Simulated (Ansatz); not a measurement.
# CH3BFNS: the cost of one run

Program: Ansatz 0.2.0. Level of theory: RKS PBE0-D4/def2-SVP. These are calculated values, not measurements.

## Step 1: Starting geometry

SMILES `N=CB(F)S`, 8 atoms, charge 0, spin multiplicity 1.

Atoms are counted from 1 here; the program's logs count them from 0.

Bond lengths: N1–C2 1.288 Å, N1–H6 1.041 Å, C2–B3 1.583 Å, C2–H7 1.117 Å, B3–F4 1.342 Å, B3–S5 1.806 Å, S5–H8 1.363 Å. Angles: C2–N1–H6 109.0°, N1–C2–B3 124.2°, N1–C2–H7 116.2°, B3–C2–H7 119.5°, C2–B3–F4 118.3°, C2–B3–S5 124.0°, F4–B3–S5 117.7°, B3–S5–H8 94.4°.

As a file:

```mol
CH3BFNS
  3D, bonds by distance, orders not assigned

  8  7  0  0  0  0  0  0  0  0999 V2000
   -0.6413    0.7823    1.6207 N   0  0
    0.1332    0.4958    0.6319 C   0  0
   -0.2534   -0.4874   -0.5464 B   0  0
   -1.4752   -1.0412   -0.5374 F   0  0
    0.8528   -0.9185   -1.9072 S   0  0
   -1.5403    0.2693    1.5070 H   0  0
    1.1377    0.9843    0.6337 H   0  0
    1.8785   -0.1418   -1.4580 H   0  0
  1  2  8  0
  1  6  8  0
  2  3  8  0
  2  7  8  0
  3  4  8  0
  3  5  8  0
  5  8  8  0
M  END
```

This geometry comes from a loose relaxation at PBE in a small basis, which is not shown.

## Step 3: Setting up the map

- bond length C2–H7: 15 values from 0.907 to 1.659 Å
- angle B3–C2–H7: 15 values from 74.9 to 164.9 °

Nothing else is relaxed (all other coordinates rigid). Energies count from the relaxed molecule at the same level.

(The set-up runs are not shown.)

## Step 4: Point bond length C2–H7 = 1.122 Å, angle B3–C2–H7 = 119.9°

Contents of input.yaml:

```yaml
crystal:
  periodic: [false, false, false]
  atoms:
    - { symbol: "N", position_ang: [-0.647257, 0.776399, 1.602839] }
    - { symbol: C, position_ang: [0.136093, 0.49391, 0.63771] }
    - { symbol: B, position_ang: [-0.246322, -0.486029, -0.538799] }
    - { symbol: F, position_ang: [-1.456354, -1.035424, -0.519263] }
    - { symbol: S, position_ang: [0.843374, -0.910721, -1.900719] }
    - { symbol: H, position_ang: [-1.537971, 0.273817, 1.485395] }
    - { symbol: H, position_ang: [1.146102, 0.982311, 0.652875] }
    - { symbol: H, position_ang: [1.870301, -0.143869, -1.475762] }
basis:
  gaussian: { orbitals: def2-SVP }
hamiltonian:
  xc: pbe0
  dispersion: d4
output:
  forces: true
```

Started as:

```bash
ansatz run input.yaml --threads 1 --pin off --max-ram 2560MiB --backend cpu --events-out ev --progress --plain --runs-dir out
```

Q: Estimate wall time and peak memory on 1 thread of Arm Neoverse N1, shared host.

About 5.5 s, with a peak of 0.16 GiB.
